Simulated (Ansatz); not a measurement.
# Ni: the cost of one run

Computed with Ansatz 0.2.0 (DFT PBE, PAW, plane waves, scalar-relativistic, unless a step's input says otherwise).

**1. The structure to begin with**

It takes space group Fm-3m (No. 225, cubic). The conventional cell has a = 3.530 Å, b = 3.530 Å, c = 3.530 Å, α = 90.00°, β = 90.00°, γ = 90.00°. Ni (site symmetry m-3m) is surrounded by 12 Ni at 2.50 Å.

Coordinates:

```xyz
1
Lattice="0.0000 1.7651 1.7651 1.7651 0.0000 1.7651 1.7651 1.7651 0.0000" Properties=species:S:1:pos:R:3 pbc="T T T"
Ni    0.0000    0.0000    0.0000
```

Labels such as Ni1 number the atoms in the order of the input file.

In a fixed run the two spins have Fermi levels of their own, and the moment is shared at the start among the d and f atoms with one sign. No search for lower states follows.

Site moments are integrals over atomic spheres and don't add up to the total.

**2. Usual moment, free total moment**

input.yaml

```yaml
crystal:
  lattice:
    - [0.0, 1.7651, 1.7651]
    - [1.7651, 0.0, 1.7651]
    - [1.7651, 1.7651, 0.0]
  atoms:
    - { symbol: Ni, position: [0.0, 0.0, 0.0], spin: 2.0 }
magnetization:
  spin_polarized: true
hamiltonian:
  xc: pbe
  pseudopotentials: { kind: paw }
basis:
  ecutwfc: 420
kpoints:
  mp_grid: { grid: [15, 15, 15] }
scf:
  occupations: { method: fermi_dirac, width: 0.1 }
  lower_state_search: "off"
output:
  forces: true
  stress: true
```

Q: Estimate wall time and peak memory on 2 threads of an x86-64 CPU, shared host.

About 13 s, with a peak of 0.29 GiB.
